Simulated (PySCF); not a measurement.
# B3LYP/def2-SVPD run of AlBNH4F (SMILES [NH2][AlH][BH]F)

Aim: the energy change on altering one bond length of AlBNH4F at B3LYP/def2-SVPD, from 2 runs. Input form: a Python script.

The results are computed with PySCF 2.14.0.

1 further run of the same task is left out (set aside as unsound or not needed).

**1. The system as given**

AlBNH4F has 8 atoms, charge 0, and is taken as a singlet. SMILES: `[NH2][AlH][BH]F`. The coordinates come from a PBE0-D4/def2-TZVP relaxation. This is one conformer, not always the lowest.

Bond lengths: N1–Al2 1.770 Å, Al2–B3 2.169 Å, B3–F4 1.330 Å, N1–H5 1.008 Å, N1–H6 1.008 Å, Al2–H7 1.590 Å, B3–H8 1.208 Å. Angles: N1–Al2–B3 116.8°, Al2–B3–F4 118.5°, N1–Al2–H7 116.9°, B3–Al2–H7 126.3°, Al2–N1–H5 125.6°, Al2–N1–H6 124.3°, Al2–B3–H8 127.4°, F4–B3–H8 114.1°, H5–N1–H6 110.2°.

**2. A single-point energy at B3LYP/def2-SVPD**

calc.py

```python
# [NH2][AlH][BH]F
from pyscf import gto, dft

system = gto.M(
    atom='''
N     -1.955678     2.339481     0.336560
Al     0.677278     0.467140     1.203756
B      1.557134    -2.718560    -1.220574
F      0.041763    -3.199306    -3.166236
H     -2.580421     3.874128     1.274431
H     -3.050963     2.009724    -1.186181
H      2.172051     1.284069     3.677785
H      3.313068    -4.164578    -1.024987
''',
    unit='bohr',
    verbose=3,
    basis='def2-svpd',
    max_memory=1860,
    spin=0,
)

calc0 = dft.RKS(system, xc='b3lyp')
calc0.conv_tol = 1e-10
calc0.grids.level = 5
calc0.kernel()
if not calc0.converged:
    calc0 = calc0.newton().run(calc0.mo_coeff, calc0.mo_occ)

energy = calc0.e_tot
print('E(%s) = %.9f' % ('B3LYP', energy))
```

Launch:

```
$ OMP_NUM_THREADS=1 python calc.py
```

The log of the run:

```text
converged SCF energy = -424.162413827981
E(B3LYP) = -424.162413828
```

It took 27 s on 1 thread of Intel Xeon at 2.70GHz, shared host; peak memory 0.65 GiB.

**3. The distorted shape at the same level**

input.py

```python
from pyscf import gto, dft

mol = gto.Mole()
mol.atom = '''
N       -1.778266       1.850165       0.095299
Al      -0.384966       0.859365       0.554199
B        0.080634      -0.826435      -0.728701
F       -0.721266      -1.080835      -1.758301
H       -2.108866       2.662265       0.591599
H       -2.357866       1.675665      -0.710501
H        0.406034       1.291665       1.863399
H        1.753200      -2.203800      -0.542400
'''
mol.charge = 0
mol.basis = 'def2-svpd'
mol.verbose = 3
mol.max_memory = 1860
mol.build()

ks = dft.RKS(mol)
ks.xc = 'b3lyp'
ks.grids.level = 5
ks.conv_tol = 1e-10
ks.kernel()
if not ks.converged:
    ks = ks.newton().run(ks.mo_coeff, ks.mo_occ)

e_final = ks.e_tot
print(f'total energy: {e_final:.8f} hartree')
```

Launch:

```
$ OMP_NUM_THREADS=1 python input.py
```

The log of the run:

```text
converged SCF energy = -424.059771225544
total energy: -424.05977123 hartree
```

It took 28 s on 1 thread of Intel Xeon at 2.70GHz, shared host; peak memory 0.65 GiB.

**4. What came out**

At B3LYP/def2-SVPD:

```
                                                         quantity          value
                                        first shape: total energy  -424.16241 Eh
                                       first shape: dipole moment         0.86 D
                                         first shape: HOMO energy       -7.10 eV
                                         first shape: LUMO energy       -2.35 eV
                                       first shape: HOMO–LUMO gap        4.75 eV
                                    distorted shape: total energy  -424.05977 Eh
                                   distorted shape: dipole moment         3.51 D
                                     distorted shape: HOMO energy       -6.48 eV
                                     distorted shape: LUMO energy       -2.84 eV
                                   distorted shape: HOMO–LUMO gap        3.64 eV
energy change with the B3–H8 bond stretched from 1.208 to 2.175 Å       2.793 eV
```

**Reading.** With the B3–H8 bond stretched from 1.208 to 2.175 Å the energy rises by 2.79 eV (64 kcal/mol). The first shape isn't relaxed at this level, so the change isn't measured from a minimum. Mulliken charges (first shape) run from -0.33 on F4 to +0.32 on H8; in a basis this large or diffuse they mean little. Mulliken charges (distorted shape) run from -0.35 on F4 to +0.27 on Al2; in a basis this large or diffuse they mean little.
